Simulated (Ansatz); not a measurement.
# C2H4AlN: a ladder of functionals and wavefunction methods

How much do the methods differ for C2H4AlN? The plan is to run it at one geometry with functionals of several rungs and with coupled cluster. The yardstick is the atomisation energy at the CCSD(T) limit.

Program: Ansatz 0.2.0, Gaussian basis. Level of theory: functionals in def2-TZVPP, the program's frozen cores in correlated methods. These are calculated values, not measurements.

The runs, in order: LDA (SPW92), PBE-D4, revPBE-D4, BLYP-D4, r2SCAN-D4, B97M-V, PBE0-D4, B3LYP-D4, r2SCANh-D4, r2SCAN0-D4, HSE06-D4, BHLYP-D4, CAM-B3LYP-D4, LC-ωPBE, ωB97X-V, ωB97M-V, B2PLYP, PBE-QIDH; CCSD(T)/def2-SVP; CCSD(T)/def2-TZVPP; MP2/def2-QZVPP; extrapolation to the limit; RPA on PBE.

1 further run of the same task is left out (it didn't finish).

### Step 1. Structure used throughout

All runs share one geometry, relaxed beforehand with PBE0-D4 in a triple-zeta def2 set.

SMILES `N#C[CH2][AlH2]`, 8 atoms, charge 0, spin multiplicity 1.

Atoms are counted from 1 here; the program's logs count them from 0.

Bond lengths: N1–C2 1.155 Å, C2–C3 1.439 Å, C3–Al4 1.991 Å, C3–H5 1.091 Å, C3–H6 1.091 Å, Al4–H7 1.579 Å, Al4–H8 1.579 Å. Angles: N1–C2–C3 172.8°, C2–C3–Al4 98.1°, C2–C3–H5 110.6°, C2–C3–H6 110.6°, Al4–C3–H5 113.5°, Al4–C3–H6 113.5°, H5–C3–H6 109.9°, C3–Al4–H7 117.8°, C3–Al4–H8 117.8°, H7–Al4–H8 124.3°.

### Step 2. LDA

This LDA is Slater exchange with PW92 correlation.

in.yaml

```yaml
crystal:
  periodic: [false, false, false]
  atoms:
    - {symbol: N, position_ang: [-0.896330, 1.149898, 1.891674]}
    - {symbol: C, position_ang: [-0.113365, 0.891797, 1.082705]}
    - {symbol: C, position_ang: [0.744383, 0.447738, 0.015769]}
    - {symbol: Al, position_ang: [-0.454950, -0.945397, -0.748024]}
    - {symbol: H, position_ang: [1.677889, 0.047588, 0.414747]}
    - {symbol: H, position_ang: [0.955072, 1.266817, -0.673767]}
    - {symbol: H, position_ang: [-1.475597, -0.505099, -1.869453]}
    - {symbol: H, position_ang: [-0.345002, -2.410441, -0.169451]}
basis:
  gaussian: {orbitals: def2-TZVPP}
hamiltonian: {xc: lda}
output: {orbitals: {seedname: orbitals}}
```

The run is started by

```
$ ansatz run in.yaml --threads 2 --pin off --events-out ev --progress --plain --max-ram 4352MiB
```

After this run come: PBE-D4 (GGA); revPBE-D4 (GGA); BLYP-D4 (GGA); r2SCAN-D4 (meta-GGA); B97M-V (meta-GGA); B3LYP-D4 (hybrid); r2SCANh-D4 (hybrid); r2SCAN0-D4 (hybrid); HSE06-D4 (hybrid); BHLYP-D4 (hybrid); CAM-B3LYP-D4 (range-separated); LC-ωPBE (range-separated); ωB97X-V (range-separated); ωB97M-V (range-separated); B2PLYP (double hybrid); PBE-QIDH (double hybrid); CCSD(T) in def2-SVP; CCSD(T) in def2-TZVPP; MP2 in def2-QZVPP; RPA on PBE orbitals.

Q: Predict the results of all the runs planned. Wanted: atomisation energy, CCSD(T)/CBS; farthest beyond LDA; mean size of error, GGA; mean size of error, meta-GGA; mean size of error, hybrid; mean size of error, range-separated; mean size of error, double hybrid; gap, smallest and largest; T1 diagnostic.

The runs gave:

| quantity | value |
| --- | --- |
| atomisation energy, CCSD(T)/CBS | 2995.7 kJ/mol |
| functionals within 15.0 kJ/mol (0.5 %) | revPBE-D4, r2SCAN-D4, PBE0-D4, B3LYP-D4, HSE06-D4, LC-ωPBE, B2PLYP |
| farthest beyond LDA | BHLYP-D4 (-94.4 kJ/mol) |
| mean size of error, GGA | 38.4 kJ/mol |
| mean size of error, meta-GGA | 19.3 kJ/mol |
| mean size of error, hybrid | 33.8 kJ/mol |
| mean size of error, range-separated | 13.6 kJ/mol |
| mean size of error, double hybrid | 15.9 kJ/mol |
| gap, smallest and largest | 4.39 eV (LDA (SPW92)), 11.26 eV (LC-ωPBE) |
| T1 diagnostic | 0.0126 |
| triples share of the correlation energy | 4.4 % |

LDA overbinds by 421.8 kJ/mol (14 %). PBE-D4 is off by +81.9 kJ/mol. Double hybrids carry the basis error of their MP2 part in triple zeta, and no dispersion term here, so their miss is partly the set-up's. Taken by rung, range-separated functionals do best (13.6 kJ/mol on average) and GGA ones worst beyond LDA (38.4 kJ/mol). The gap between the best rungs is small, so their order is not settled. Misses under about 15.0 kJ/mol are within the doubt on the reference itself, which lacks core-valence correlation, relativity and higher excitations. Hartree-Fock recovers 71 % of the binding; the rest is correlation. CCSD(T) in def2-SVP is off by -148.7 kJ/mol, worse than the median functional, from the basis alone. The gap grows from 4.4 to 11.3 eV across the functionals, mostly with the share of exact exchange.
